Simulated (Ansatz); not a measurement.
# C2H4AlOSb: small, medium and large basis sets

One table from this session's results is given with a row withheld; the runs are named, their logs left out.

Method: one geometry, several basis sets; program: Ansatz 0.2.0, Gaussian basis.

Plan: PBE0-D4/def2-SVP; ωB97M-V/def2-SVP; PBE0-D4/def2-QZVPP; ωB97M-V/def2-QZVPP; the functionals' def2-TZVPP values are taken from earlier runs.

## The relaxed structure

The geometry comes from an earlier relaxation with PBE0-D4 in a triple-zeta def2 set; it is a stationary point, not always the lowest conformer. Sb takes the def2 core potential; no spin-orbit term is included.

SMILES `[AlH2][C]#C[O][SbH2]`, 9 atoms, charge 0, spin multiplicity 1.

Atoms are counted from 1 here; the program's logs count them from 0.

Bond lengths: Al1–C2 1.874 Å, Al1–H6 1.585 Å, Al1–H7 1.586 Å, C2–C3 1.222 Å, C3–O4 1.273 Å, O4–Sb5 2.031 Å, Sb5–H8 1.711 Å, Sb5–H9 1.711 Å. Angles: C2–Al1–H6 120.2°, C2–Al1–H7 119.6°, H6–Al1–H7 120.1°, Al1–C2–C3 179.1°, C2–C3–O4 179.2°, C3–O4–Sb5 119.6°, O4–Sb5–H8 93.5°, O4–Sb5–H9 93.5°, H8–Sb5–H9 90.3°.

Set-up of the first run:

in.yaml

```yaml
crystal:
  periodic: [false, false, false]
  atoms:
    - {symbol: Al, position_ang: [-0.801740, 1.607905, -1.809961]}
    - {symbol: C, position_ang: [0.261601, 0.612360, -0.630436]}
    - {symbol: C, position_ang: [0.971097, -0.027393, 0.130987]}
    - {symbol: O, position_ang: [1.725461, -0.685921, 0.917150]}
    - {symbol: Sb, position_ang: [0.905671, -2.007721, 2.223558]}
    - {symbol: H, position_ang: [-0.133121, 2.644734, -2.804666]}
    - {symbol: H, position_ang: [-2.375025, 1.407038, -1.807892]}
    - {symbol: H, position_ang: [-0.144184, -2.676687, 1.049343]}
    - {symbol: H, position_ang: [-0.321260, -0.920515, 2.714815]}
basis:
  gaussian: {orbitals: def2-SVP}
hamiltonian: {xc: pbe0, dispersion: d4}
output: {orbitals: {seedname: orbitals}}
```

Run with:

```sh
$ ansatz run in.yaml --threads 4 --pin off --events-out ev --progress --plain --max-ram 10444MiB
```

Steps of the session up to this table: PBE0-D4 in def2-SVP; ωB97M-V in def2-SVP; PBE0-D4 in def2-QZVPP; ωB97M-V in def2-QZVPP.

One table of the session follows, with a row left open; its other results are not shown here.

It belongs to the step «Functionals by basis». 

```
functional       basis  HOMO (eV)  LUMO (eV)
   PBE0-D4    def2-SVP      -6.86      -2.10
   PBE0-D4  def2-TZVPP      -6.93      -2.23
   PBE0-D4  def2-QZVPP      -6.94      -2.25
   ωB97M-V    def2-SVP          ?          ?
   ωB97M-V  def2-TZVPP      -9.04      -0.41
   ωB97M-V  def2-QZVPP      -9.05      -0.48
```

**Question.** Estimate the row for ωB97M-V, def2-SVP.

The run gave: HOMO (eV): -8.92; LUMO (eV): -0.12. In the column «HOMO (eV)» it lies between ωB97M-V, def2-TZVPP (-9.04) and PBE0-D4, def2-QZVPP (-6.94).
